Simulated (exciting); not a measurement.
# AlSn (P-6m2) in exciting: settings compared

The runs below take AlSn through single point, with RPBE, PBEsol.

Program: exciting (release sodium). These are calculated values, not measurements. Logs are shortened: lines on timing, memory, paths and dates and some standing lists are left out, and cuts for length are marked.

## 1. Starting point

The structure is hexagonal, space group P-6m2 (No. 187). Conventional cell: a = 4.198 Å, b = 4.198 Å, c = 3.307 Å, α = 90.00°, β = 90.00°, γ = 120.00°. Around Sn (site symmetry -6m2) lie 6 Al at 2.93 Å and 2 Sn at 3.31 Å. Al (site symmetry -6m2) has 6 Sn at 2.93 Å and 2 Al at 3.31 Å as nearest neighbours.

The cell comes from a database or a generator and needn't be the stable form of this composition.

## 2. Single point, RPBE

File input.xml:

```xml
<input>
  <title>AlSn</title>
  <structure speciespath="./" tshift="false">
    <crystal scale="1">
      <basevect>7.933269864052 0.000000000000 0.000000000000</basevect>
      <basevect>-3.966634932026 6.870413237365 0.000000000000</basevect>
      <basevect>0.000000000000 0.000000000000 6.249035166040</basevect>
    </crystal>
    <species speciesfile="Sn.xml" rmt="2.3">
      <atom coord="0.000000000000 0.000000000000 0.500000000000"/>
    </species>
    <species speciesfile="Al.xml" rmt="2">
      <atom coord="0.666666666700 0.333333333300 0.000000000000"/>
    </species>
  </structure>
  <groundstate do="fromscratch" ngridk="7 7 8" rgkmax="7.8" gmaxvr="14" lmaxapw="10" lmaxmat="10" lmaxvr="8" stype="Gaussian" swidth="0.00073499" nempty="10" ValenceRelativity="iora*" epsengy="1e-05" epspot="1e-05" maxscl="60" tforce="true" outputlevel="normal">
    <libxc exchange="XC_GGA_X_RPBE" correlation="XC_GGA_C_PBE"/>
  </groundstate>
  <properties>
    <chargedensityplot>
      <plot3d>
        <box grid="21 21 17">
          <origin coord="0 0 0"/>
          <point coord="1 0 0"/>
          <point coord="0 1 0"/>
          <point coord="0 0 1"/>
        </box>
      </plot3d>
    </chargedensityplot>
    <elfplot>
      <plot3d>
        <box grid="21 21 17">
          <origin coord="0 0 0"/>
          <point coord="1 0 0"/>
          <point coord="0 1 0"/>
          <point coord="0 0 1"/>
        </box>
      </plot3d>
    </elfplot>
    <exccplot>
      <plot3d>
        <box grid="21 21 17">
          <origin coord="0 0 0"/>
          <point coord="1 0 0"/>
          <point coord="0 1 0"/>
          <point coord="0 0 1"/>
        </box>
      </plot3d>
    </exccplot>
  </properties>
</input>
```

Potentials or basis: all-electron LAPW+lo, shipped species files, valence relativity iora*.

Launch:

```
OMP_NUM_THREADS=1 exciting_smp
```

INFO.OUT:

```text
================================================================================
EXCITING SODIUM started
[... 10 lines left out ...]

 Lattice vectors (cartesian) :
      7.9332698641      0.0000000000      0.0000000000
     -3.9666349320      6.8704132374      0.0000000000
      0.0000000000      0.0000000000      6.2490351660

 Reciprocal lattice vectors (cartesian) :
      0.7920044843      0.4572640022     -0.0000000000
      0.0000000000      0.9145280044      0.0000000000
      0.0000000000     -0.0000000000      1.0054648662

 Unit cell volume                           :     340.6026761870
 Brillouin zone volume                      :       0.7282685392

 Species :    1 (Sn)
     parameters loaded from                 :    Sn.xml
     name                                   :    tin
     nuclear charge                         :     -50.00000000
     electronic charge                      :      50.00000000
     atomic mass                            :  216395.09200000
     muffin-tin radius                      :       2.30000000
     # of radial points in muffin-tin       :     400

     atomic positions (lattice) :
       1 :   0.00000000  0.00000000  0.50000000

 Species :    2 (Al)
     parameters loaded from                 :    Al.xml
     name                                   :    aluminium
     nuclear charge                         :     -13.00000000
     electronic charge                      :      13.00000000
     atomic mass                            :   49184.33493000
     muffin-tin radius                      :       2.00000000
     # of radial points in muffin-tin       :     300

     atomic positions (lattice) :
       1 :   0.66666667  0.33333333  0.00000000

 Total number of atoms per unit cell        :       2

 Spin treatment                             :    spin-unpolarised

 Number of Bravais lattice symmetries       :      24
 Number of crystal symmetries               :      12

 k-point grid                               :       7    7    8
 Total number of k-points                   :      60
 k-point set is reduced with crystal symmetries

 R^MT_min * |G+k|_max (rgkmax)              :       7.80000000
 Species with R^MT_min                      :       2 (Al)
 Maximum |G+k| for APW functions            :       3.90000000
 Maximum |G| for potential and density      :      14.00000000

 G-vector grid sizes                        :      36    36    30
 Total number of G-vectors                  :   15813

 Maximum angular momentum used for
     APW functions                          :      10
     computing H and O matrix elements      :      10
     potential and density                  :       8
     inner part of muffin-tin               :       2

 Total nuclear charge                       :     -63.00000000
 Total electronic charge                    :      63.00000000
 Total core charge                          :      34.00000000
 Total valence charge                       :      29.00000000

 Number of empty states                     :      10
 Total number of valence states             :      25

 Maximum Hamiltonian size                   :     379
 Maximum number of plane-waves              :     355
 Total number of local-orbitals             :      24

 Exchange-correlation type                  :     100
     libxc; exchange: Hammer, Hansen, and Norskov; correlation: Perdew, Burke & Ernzerhof (see libxc for references)

 Smearing scheme                            :    Gaussian
 Smearing width                             :       0.00073499

 Using multisecant Broyden potential mixing
[... 16 lines left out ...]
+ SCF iteration number :    1                                                  +
++++++++++++++++++++++++++++++++++++++++++++++++++++++++++++++++++++++++++++++++
 Total energy                               :     -6420.70512244
 _______________________________________________________________
 Fermi energy                               :         0.21626531
 Kinetic energy                             :      6750.27585886
 Coulomb energy                             :    -12986.61392928
 Exchange energy                            :      -181.16268065
 Correlation energy                         :        -3.20437136
[... 444 lines left out ...]
 RMS change in effective potential (target) :  0.500450E-08  ( 0.100000E-04)
 Absolute change in total energy   (target) :  0.181520E-05  ( 0.100000E-04)
 Charge distance                   (target) :  0.129533E-08  ( 0.100000E-04)
 Abs. change in max-nonIBS-force   (target) :   0.00000      ( 0.500000E-04)

++++++++++++++++++++++++++++++++++++++++++++++++++++++++++++++++++++++++++++++++
| Convergency criteria checked for the last 2 iterations                       +
| Convergence targets achieved. Performing final SCF iteration                 +
++++++++++++++++++++++++++++++++++++++++++++++++++++++++++++++++++++++++++++++++
 Total energy                               :     -6422.31615102
 _______________________________________________________________
 Fermi energy                               :         0.21150617
 Kinetic energy                             :      6748.84309412
 Coulomb energy                             :    -12986.76755865
 Exchange energy                            :      -181.18686834
 Correlation energy                         :        -3.20481815

 DOS at Fermi energy (states/Ha/cell)       :        12.49458208

 Electron charges :
     core                                   :        34.00000000
     core leakage                           :         0.00168341
     valence                                :        29.00000000
     interstitial                           :         4.80049540
     charge in muffin-tin spheres :
                  atom     1    Sn          :        47.38949944
                  atom     2    Al          :        10.81000515
     total charge in muffin-tins            :        58.19950460
     total charge                           :        63.00000000

++++++++++++++++++++++++++++++++++++++++++++++++++++++++++++++++++++++++++++++++
+ Self-consistent loop stopped                                                 +
++++++++++++++++++++++++++++++++++++++++++++++++++++++++++++++++++++++++++++++++
 STATE.OUT is written

--------------------------------------------------------------------------------
- Writing atomic positions and forces                                          -
--------------------------------------------------------------------------------

 Atomic positions (lattice) :
 atom     1  Sn  :     0.00000000    0.00000000    0.50000000
 atom     2  Al  :     0.66666667    0.33333333    0.00000000

 Total atomic forces including IBS (cartesian) :
 atom     1  Sn  :     0.00000000    0.00000000    0.00000000
 atom     2  Al  :     0.00000000    0.00000000    0.00000000

 Atomic force components including IBS (cartesian) :
 atom     1  Sn  :     0.00000000    0.00000000    0.00000000   HF force
                 :    -0.00000000    0.00000000    0.00000000   core correction
                 :     0.00000000   -0.00000000    0.00000000   IBS correction
 atom     2  Al  :    -0.00000000   -0.00000000    0.00000000   HF force
                 :     0.00000000    0.00000000    0.00000000   core correction
                 :    -0.00000000    0.00000000    0.00000000   IBS correction

********************************************************************************
* Groundstate module stopped                                                   *
********************************************************************************

================================================================================
| EXCITING SODIUM stopped                                                      =
================================================================================
```

Run time: 4.1 min. Hardware: 1 thread of Arm Neoverse V1, shared host; peak memory 0.14 GiB.

Results:

| Item | Value |
| --- | --- |
| Free energy | -174760.1255 eV |
| Band gap on the k mesh | none (metal or under the smearing width) |
| All electrons inside the program's atomic spheres | Sn 47.39; Al 10.81 (radii Sn 2.3, Al 2.0 bohr) |

## 3. Single point, PBEsol

File input.xml:

```xml
<input>
  <title>AlSn</title>
  <structure speciespath="./" tshift="false">
    <crystal scale="1">
      <basevect>7.933269864052 0.000000000000 0.000000000000</basevect>
      <basevect>-3.966634932026 6.870413237365 0.000000000000</basevect>
      <basevect>0.000000000000 0.000000000000 6.249035166040</basevect>
    </crystal>
    <species speciesfile="Sn.xml" rmt="2.3">
      <atom coord="0.000000000000 0.000000000000 0.500000000000"/>
    </species>
    <species speciesfile="Al.xml" rmt="2">
      <atom coord="0.666666666700 0.333333333300 0.000000000000"/>
    </species>
  </structure>
  <groundstate do="fromscratch" ngridk="7 7 8" rgkmax="7.8" gmaxvr="14" lmaxapw="10" lmaxmat="10" lmaxvr="8" xctype="GGA_PBE_SOL" stype="Gaussian" swidth="0.00073499" nempty="10" ValenceRelativity="iora*" epsengy="1e-05" epspot="1e-05" maxscl="60" tforce="true" outputlevel="normal"/>
</input>
```

Potentials or basis: all-electron LAPW+lo, shipped species files, valence relativity iora*.

Launch:

```
OMP_NUM_THREADS=1 exciting_smp
```

INFO.OUT:

```text
================================================================================
EXCITING SODIUM started
[... 10 lines left out ...]

 Lattice vectors (cartesian) :
      7.9332698641      0.0000000000      0.0000000000
     -3.9666349320      6.8704132374      0.0000000000
      0.0000000000      0.0000000000      6.2490351660

 Reciprocal lattice vectors (cartesian) :
      0.7920044843      0.4572640022     -0.0000000000
      0.0000000000      0.9145280044      0.0000000000
      0.0000000000     -0.0000000000      1.0054648662

 Unit cell volume                           :     340.6026761870
 Brillouin zone volume                      :       0.7282685392

 Species :    1 (Sn)
     parameters loaded from                 :    Sn.xml
     name                                   :    tin
     nuclear charge                         :     -50.00000000
     electronic charge                      :      50.00000000
     atomic mass                            :  216395.09200000
     muffin-tin radius                      :       2.30000000
     # of radial points in muffin-tin       :     400

     atomic positions (lattice) :
       1 :   0.00000000  0.00000000  0.50000000
[... 542 lines left out ...]
 Correlation energy                         :        -3.62786615

 DOS at Fermi energy (states/Ha/cell)       :        12.47852003

 Electron charges :
     core                                   :        34.00000000
     core leakage                           :         0.00174046
     valence                                :        29.00000000
     interstitial                           :         4.78107023
     charge in muffin-tin spheres :
                  atom     1    Sn          :        47.40312881
                  atom     2    Al          :        10.81580096
     total charge in muffin-tins            :        58.21892977
     total charge                           :        63.00000000

++++++++++++++++++++++++++++++++++++++++++++++++++++++++++++++++++++++++++++++++
+ Self-consistent loop stopped                                                 +
++++++++++++++++++++++++++++++++++++++++++++++++++++++++++++++++++++++++++++++++
 STATE.OUT is written

--------------------------------------------------------------------------------
- Writing atomic positions and forces                                          -
--------------------------------------------------------------------------------

 Atomic positions (lattice) :
 atom     1  Sn  :     0.00000000    0.00000000    0.50000000
 atom     2  Al  :     0.66666667    0.33333333    0.00000000

 Total atomic forces including IBS (cartesian) :
 atom     1  Sn  :     0.00000000   -0.00000000    0.00000000
 atom     2  Al  :     0.00000000    0.00000000    0.00000000

 Atomic force components including IBS (cartesian) :
 atom     1  Sn  :     0.00000000   -0.00000000    0.00000000   HF force
                 :    -0.00000000    0.00000000    0.00000000   core correction
                 :     0.00000000    0.00000000    0.00000000   IBS correction
 atom     2  Al  :    -0.00000000    0.00000000    0.00000000   HF force
                 :     0.00000000   -0.00000000    0.00000000   core correction
                 :    -0.00000000   -0.00000000    0.00000000   IBS correction

********************************************************************************
* Groundstate module stopped                                                   *
********************************************************************************

================================================================================
| EXCITING SODIUM stopped                                                      =
================================================================================
```

Wall time 3.4 min (1 thread of Arm Neoverse V1, shared host); peak memory 0.14 GiB.

What came out:

```
Free energy                                       : -174661.2195 eV
Band gap on the k mesh                            : none (metal or under the smearing width)
All electrons inside the program's atomic spheres : Sn 47.40; Al 10.82 (radii Sn 2.3, Al 2.0 bohr)
```

Levels at points of the mesh, in eV from the Fermi level:
```
           k point  band 12  band 13  band 14  band 15  band 16  band 17
(0.00, 0.00, 0.00)   -10.47    -0.22    -0.22     0.68     2.59     3.12
(0.00, 0.00, 0.50)    -7.45    -6.21     2.70     2.70     3.60     3.60
```
